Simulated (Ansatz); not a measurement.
Ba2Tl5V3O12 in Ansatz: the effect of pseudo set

Crystal: Ba2Tl5V3O12.

```
CELL_PARAMETERS angstrom
4.23698 2.44622 6.12840
-4.23698 2.44622 6.12840
0.00000 -4.89244 6.12840
ATOMIC_POSITIONS crystal
Ba 0.50000 0.50000 0.50000
Ba 0.00000 0.00000 0.00000
V 0.50000 0.50000 0.00000
V 0.00000 0.50000 0.50000
V 0.50000 0.00000 0.50000
Tl 0.00000 0.00000 0.50000
Tl 0.50000 0.00000 0.00000
Tl 0.00000 0.50000 0.00000
Tl 0.74045 0.74045 0.74045
Tl 0.25955 0.25955 0.25955
O 0.71652 0.08089 0.41242
O 0.41242 0.71652 0.08089
O 0.08089 0.41242 0.71652
O 0.58757 0.91911 0.28348
O 0.91911 0.28348 0.58757
O 0.28348 0.58757 0.91911
O 0.28348 0.91911 0.58757
O 0.58757 0.28348 0.91911
O 0.91911 0.58757 0.28348
O 0.41242 0.08089 0.71652
O 0.08089 0.71652 0.41242
O 0.71652 0.41242 0.08089
```

The cell was built by a generator and needn't be a form met in nature.

Alike in all runs:

* Program: Ansatz 0.2.0
* Task: single point
* Functional: PBE
* k mesh: 4 × 4 × 4
* Occupations: fermi-dirac, width 0.05 eV
* Spin: collinear spin, ferromagnetic start
* Starting moments: [0.0, 0.0, 2.0, 2.0, 2.0, 0.0, 0.0, 0.0, 0.0, 0.0, 0.0, 0.0, 0.0, 0.0, 0.0, 0.0, 0.0, 0.0, 0.0, 0.0, 0.0, 0.0] μB

```tsv
pseudo set	cutoff	pressure (GPa)	moment (μB)	largest force (eV/Å)
PseudoDojo standard	1143 eV	-0.2	1.11	0.04
SPMS NC	1034 eV (not typed: the program's choice for these potentials)	?	?	?
JTH PAW	1800 eV (not typed: the program's choice for these potentials)	0.5	1.09	0.11
Ansatz PAW accurate	930 eV	0.0	1.10	0.02
```

Task: What does the run with pseudo set SPMS NC give?

Result: Pressure 0.0 GPa; moment 1.12 μB; largest force 0.03 eV/Å.

Caveats: this barium file gives pressures and gaps apart from those of other sets (some runs).

The runs don't all hold the same shells in valence.
